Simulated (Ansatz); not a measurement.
# C2H7Sb: the cost of one run

All numbers below are computed with Ansatz 0.2.0 (RKS LDA/def2-SVP).

**1. The system as given**

Bond lengths: C1–C2 1.457 Å, C2–Sb3 2.141 Å, C1–H4 1.090 Å, C1–H5 1.121 Å, C1–H6 1.145 Å, C2–H7 1.115 Å, C2–H8 1.069 Å, Sb3–H9 1.783 Å, Sb3–H10 1.751 Å. Angles (14 of 15 angles, heavy atoms first): C1–C2–Sb3 109.8°, C1–C2–H7 110.0°, C1–C2–H8 111.5°, Sb3–C2–H7 107.6°, Sb3–C2–H8 107.8°, C2–C1–H4 111.5°, C2–C1–H5 114.1°, C2–C1–H6 113.4°, C2–Sb3–H9 94.6°, C2–Sb3–H10 93.9°, H7–C2–H8 110.1°, H4–C1–H5 103.3°, H4–C1–H6 106.7°, H5–C1–H6 107.1°.

Coordinates:

```xyz
10

C    -0.7762    0.3751   -0.5319
C    -0.0812   -0.8610   -0.1975
Sb    1.5616   -0.4388    1.1086
H    -1.6005    0.1949   -1.2218
H    -0.1427    1.1236   -1.0760
H    -1.2200    0.9086    0.3783
H     0.3341   -1.3277   -1.1213
H    -0.7270   -1.5503    0.3031
H     0.6124    0.6028    2.2013
H     2.1226    0.9217    0.1603
```

**2. End point A**

The input, input.yaml:

```yaml
crystal:
  periodic: [false, false, false]
  atoms:
    - { symbol: C, position_ang: [-0.7762, 0.3751, -0.5319] }
    - { symbol: C, position_ang: [-0.0812, -0.861, -0.1975] }
    - { symbol: Sb, position_ang: [1.5616, -0.4388, 1.1086] }
    - { symbol: H, position_ang: [-1.6005, 0.1949, -1.2218] }
    - { symbol: H, position_ang: [-0.1427, 1.1236, -1.076] }
    - { symbol: H, position_ang: [-1.22, 0.9086, 0.3783] }
    - { symbol: H, position_ang: [0.3341, -1.3277, -1.1213] }
    - { symbol: H, position_ang: [-0.727, -1.5503, 0.3031] }
    - { symbol: H, position_ang: [0.6124, 0.6028, 2.2013] }
    - { symbol: H, position_ang: [2.1226, 0.9217, 0.1603] }
basis:
  gaussian: { orbitals: def2-SVP }
hamiltonian:
  xc: lda
relax:
  f_tol: 0.015
  max_steps: 40
```

Command:

```
$ ansatz run input.yaml --threads 1 --pin off --max-ram 2048MiB --backend cpu --events-out ev --progress --plain --runs-dir out
```

What time and memory should one allow on 1 thread of Arm Neoverse V2, shared host?

About 9 s, with a peak of 0.12 GiB.
